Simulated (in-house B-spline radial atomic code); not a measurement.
# Tl²⁺: ionisation energy by several methods

An exercise on one series of results from a longer session: the logs are not shown, and one member is left open.

Method: scalar-relativistic (X2C), several functionals, spin-polarised; spherical all-electron atom at the radial basis limit. Code: in-house B-spline radial atomic code version 1.

## Starting point

* element: thallium (Z = 81)
* charge: +2
* electrons: 79
* configuration: [Xe] 4f14 5d10 6s1
* nucleus: Fermi, rms radius 5.476 fm

Outer shells as boxes (Hund's rule):

[Xe] 4f14 5d10 6s1
```
[Xe] core
4f [↑↓][↑↓][↑↓][↑↓][↑↓][↑↓][↑↓]
5d [↑↓][↑↓][↑↓][↑↓][↑↓]
6s [↑ ]
```

Where spins are not typed, each open shell is filled with up spins first.

Set-up of the first run:

Input settings:

```ini
Z = 81
electrons = 79.0
configuration = [Xe] 4f14 5d10 6s1
hamiltonian = x2c
method = b3lyp
spin_polarised = True
nucleus = fermi
rms_radius = 5.4759
mass_number = 205
atomic_mass = 204.974427318
speed_of_light = 137.035999084
```

Among the steps run: B3LYP; fractional-occupation HF; TPSSh; exchange-only LDA; SCAN; AM05; LC-ωPBE.

One of the session's tables, all rows but one given; the rest of the session is left out.

| method | ΔSCF (eV) |
| --- | --- |
| exchange-only LDA | 29.552 |
| AM05 | ? |
| SCAN | 30.371 |
| B3LYP | 30.278 |
| TPSSh | 29.890 |
| LC-ωPBE | 29.738 |
| fractional-occupation HF | 28.150 |

Q: Estimate the row for AM05 from the others.

**Answer.** ΔSCF (eV): 30.330. In the column «ΔSCF (eV)» it lies between B3LYP (30.278) and SCAN (30.371).
